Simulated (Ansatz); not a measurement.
# InH3 (triplet): from Hartree-Fock to the top rungs at distance In1–H2 = 4.777 Å, def2-SVP

Aim: climb from Hartree-Fock through coupled cluster and multireference methods for InH3 (triplet) at one geometry and basis, and see what each rung misses.

Method: def2-SVP, core rule «outside noble gas», up to 9 orbitals frozen; program: Ansatz 0.2.0, Gaussian basis.

The runs, in order: UHF; CCSD(T) on ROHF; CCSD(T) on UHF; BCCD(T) on ROHF; CISD; CCSDT(Q) on ROHF; CCSDT(Q) on UHF; CASSCF and MRCISD+Q, 4 electrons in 4 orbitals; CASSCF and NEVPT2, 4 electrons in 4 orbitals; CASSCF and MRCISD+Q, 6 electrons in 7 orbitals; CASSCF and NEVPT2, 6 electrons in 7 orbitals; Full CI.

32 further runs of the same task are left out: 6 for a known fault of the program, 20 that didn't finish, 6 set aside as unsound or not needed.

## 1. The geometry

The geometry derives from a PBE0/def2-TZVP stationary point (not a proven minimum). One bond is set to the value named and the two fragments are kept rigid. No spin-orbit coupling is included. Elements past krypton take def2 core potentials.

4 atoms, charge 0, spin multiplicity 3.

Atoms are counted from 1 here; the program's logs count them from 0.

Bond lengths: H3–H4 0.769 Å.

## 2. UHF

File in.yaml:

```yaml
crystal:
  periodic: [false, false, false]
  atoms:
    - {symbol: In, position_ang: [0.000000, 0.042606, -0.034964]}
    - {symbol: H, position_ang: [0.000000, -4.690428, -0.681585]}
    - {symbol: H, position_ang: [0.384545, -0.081468, 2.332240]}
    - {symbol: H, position_ang: [-0.384545, -0.081468, 2.332240]}
basis:
  gaussian: {orbitals: def2-SVP}
magnetization: {spin_polarized: true, initial_magnetization: 2}
hamiltonian: {xc: hf}
output: {orbitals: {seedname: orbitals}}
```

On the command line:

```bash
> ansatz run in.yaml --threads 1 --pin off --events-out ev --progress --plain --max-ram 2393MiB
```

After this run come: CCSD(T) on ROHF; CCSD(T) on UHF; BCCD(T) on ROHF; CISD; CCSDT(Q) on ROHF; CCSDT(Q) on UHF; CASSCF and MRCISD+Q, 4 electrons in 4 orbitals; CASSCF and NEVPT2, 4 electrons in 4 orbitals; CASSCF and MRCISD+Q, 6 electrons in 7 orbitals; CASSCF and NEVPT2, 6 electrons in 7 orbitals; Full CI.

**Question.** What will the summary of the whole plan be? Wanted: FCI below the RHF energy; RMP2 from FCI; UMP2 from FCI; RCCSD from FCI; RCCSD(T) from FCI; UCCSD(T) from FCI; RCCSDT(Q) from FCI; UCCSDT(Q) from FCI; MRCISD+Q pair from FCI.

**Answer**, as computed:

```
                         quantity                                                                                                                             value
         FCI below the RHF energy                                                                                                                        -2.1555 eV
                    RMP2 from FCI                                                                                                                      +56.7 kJ/mol
                    UMP2 from FCI                                                                                                                      +56.5 kJ/mol
                   RCCSD from FCI                                                                                                                       +3.2 kJ/mol
                RCCSD(T) from FCI                                                                                                                       +0.9 kJ/mol
                UCCSD(T) from FCI                                                                                                                       +0.4 kJ/mol
               RCCSDT(Q) from FCI                                                                                                                        0.0 kJ/mol
               UCCSDT(Q) from FCI                                                                                                                       -0.5 kJ/mol
           MRCISD+Q pair from FCI                                                                                                                       -3.2 kJ/mol
          NEVPT2 valence from FCI                                                                                                                      +33.8 kJ/mol
        MRCISD+Q valence from FCI                                                                                                                       +0.8 kJ/mol
levels within 1 kcal/mol (43 meV)  RCCSD, UCCSD, RCCSD(T), UCCSD(T), BCCD(T), RCCSDT, UCCSDT, RCCSDT(Q), UCCSDT(Q), MRCISD+Q pair, MRCISD valence, MRCISD+Q valence
                    T1 diagnostic                                                                                                                             0.016
   effectively unpaired electrons                                                                                                                              2.05
```

**Reading.** RCCSD(T) lands +0.9 kJ/mol from the yardstick (0.4 % of the correlation energy). UCCSDT, UCCSDT(Q), MRCISD+Q pair fall below full CI: unrestricted runs freeze a spin-polarised core, another one than full CI's, and coupled cluster isn't variational. One determinant dominates. Of the multireference levels listed MRCISD+Q valence comes nearest in total energy (+0.8 kJ/mol), which doesn't show that its space is the better one. These misses are within one basis, not against nature; the frozen cores of restricted and unrestricted runs differ, which can shift their rows.
